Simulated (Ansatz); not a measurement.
Task: a single point in a Gaussian basis of CH4BFTe, SMILES C[Te]BF, with the Ansatz DFT code, driven from Python. Give the script and its output. Use: Hartree-Fock, def2-SVP basis, multiplicity 1.

Input file `ch4bfte.xyz`:
```text
8

C    -0.58720    1.05280   -0.48820
Te   -0.32620    0.35260    1.48490
B     0.68770   -1.41980    0.66600
F     2.21800   -1.36470    0.43670
H    -1.23190    0.35860   -1.09850
H    -1.18160    2.07800   -0.45160
H     0.37040    1.25630   -0.99360
H     0.14300   -2.37080    0.38850
```

The script, `energy_ch4bfte.py`:
```python
"""Single point of CH4BFTe."""

import sys

import ansatz as az
import numpy as np

ch4bfte = az.Crystal.molecule_from_extxyz("ch4bfte.xyz")

job = ch4bfte.calculation().basis(gaussian="def2-SVP").functional("hf").forces()
try:
    r = job.run().report
except az.AnsatzError as error:
    sys.exit(f"{type(error).__name__}: {error}")

for key in ("converged", "free_energy_ev", "reference_energy_ev", "n_frozen", "n_occupied", "n_virtual"):
    print(f"{key:22s} {r[key]}")

symbols = [site.symbol for site in ch4bfte.cartesian_sites]
print("forces (eV/A)")
for symbol, f in zip(symbols, r["forces_ev_ang"]):
    print(f"  {symbol:2s} {f[0]:9.4f} {f[1]:9.4f} {f[2]:9.4f}")

charges = r["charge_distribution"]
dipole = np.array(charges["dipole_moment_e_ang"]) * 4.803205
print("dipole (D): {:.3f} {:.3f} {:.3f}, length {:.3f}".format(*dipole, np.linalg.norm(dipole)))
print("atom  Mulliken   Lowdin")
for symbol, m, l in zip(symbols, charges["mulliken_charges_e"], charges["lowdin_charges_e"]):
    print(f"{symbol:4s} {m:9.3f} {l:8.3f}")
```

```console
$ python energy_ch4bfte.py
converged              True
free_energy_ev         -11732.984129709866
reference_energy_ev    -11732.984129709866
n_frozen               0
n_occupied             [24, 24]
n_virtual              [64, 64]
forces (eV/A)
  C    -2.0547    2.2728   -1.9251
  Te    0.2581   -0.2516    0.7359
  B     6.1552    1.8847    0.0195
  F    -5.6814   -0.3382    0.7503
  H     0.8880    0.6911    0.6940
  H     1.3945   -2.3165    0.0816
  H    -0.4367   -0.2276    0.2833
  H    -0.5230   -1.7147   -0.6394
dipole (D): -2.138 0.092 -0.877, length 2.312
atom  Mulliken   Lowdin
C       -0.356   -0.122
Te      -0.065    0.278
B        0.575   -0.031
F       -0.414   -0.099
H        0.099    0.008
H        0.105    0.032
H        0.108    0.002
H       -0.053   -0.067
```

Total energies depend on the basis set; only differences at equal settings carry meaning. The geometry is a force-field or estimated start, not a minimum of this method, and the basis set is short of its limit. def2 sets replace the cores of elements past krypton by effective core potentials. The Löwdin charges here are taken after orthogonalising the functions within each atom; they differ from plain Löwdin charges, and their signs can be unphysical. Run time: 2.1 s on 1 thread of AMD EPYC 7B13 (Zen 3), with other jobs on the host, peak memory 0.23 GiB.
